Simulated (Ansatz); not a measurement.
Run this with Ansatz 0.2.0, Python API and show what comes out.

Input file `albrh4osi.xyz`:
```text
8

Al   -0.04340    1.62210    0.09570
O     0.76150    0.28790   -0.78140
Si    0.07280   -1.15040   -0.13300
Br    1.15670   -2.91800   -1.10860
H    -1.45210    2.24650   -0.52490
H     0.50830    2.26640    1.44220
H    -1.31690   -1.21190   -0.36760
H     0.40510   -1.19970    1.32180
```

Script `methods.py`:
```python
import warnings

import ansatz as az

BASIS_SET = "def2-SVP"


def main() -> None:
    warnings.simplefilter("ignore", az.DeckWarning)

    system = az.Crystal.molecule_from_extxyz("albrh4osi.xyz")

    calc = system.calculation().basis(gaussian=BASIS_SET)

    methods = ["mp2", "ccsd", "ccsd_t"]
    batch = az.Session.batch([calc.correlation(m).input() for m in methods])
    reports = sorted(batch.plan().execute().molecular_reports, key=lambda each: each["member"])
    print(f"Hartree-Fock reference {reports[0]['reference_energy_ev'] / 27.211386246:.6f} Ha")
    best = reports[-1]["free_energy_ev"] - reports[-1]["reference_energy_ev"]
    for method, each in zip(methods, reports):
        gained = each["free_energy_ev"] - each["reference_energy_ev"]
        print(f"{method:8s} total {each['free_energy_ev'] / 27.211386246:.6f} Ha  correlation {gained:9.4f} eV  ({100 * gained / best:.1f} % of the last)")


if __name__ == "__main__":
    main()
```

```console
$ python methods.py
Hartree-Fock reference -3180.018234 Ha
mp2      total -3180.600664 Ha  correlation  -15.8487 eV  (92.6 % of the last)
ccsd     total -3180.632592 Ha  correlation  -16.7175 eV  (97.7 % of the last)
ccsd_t   total -3180.647167 Ha  correlation  -17.1141 eV  (100.0 % of the last)
```

The settings weren't tested for convergence. The geometry is a force-field or estimated start, not a minimum of this method, and the basis set is short of its limit. A lower total doesn't mark the better method: functionals have no common bound, and MP2 and coupled cluster aren't variational. Inner cores stay frozen; a filled d shell under the valence of the heavier atoms is correlated with it.
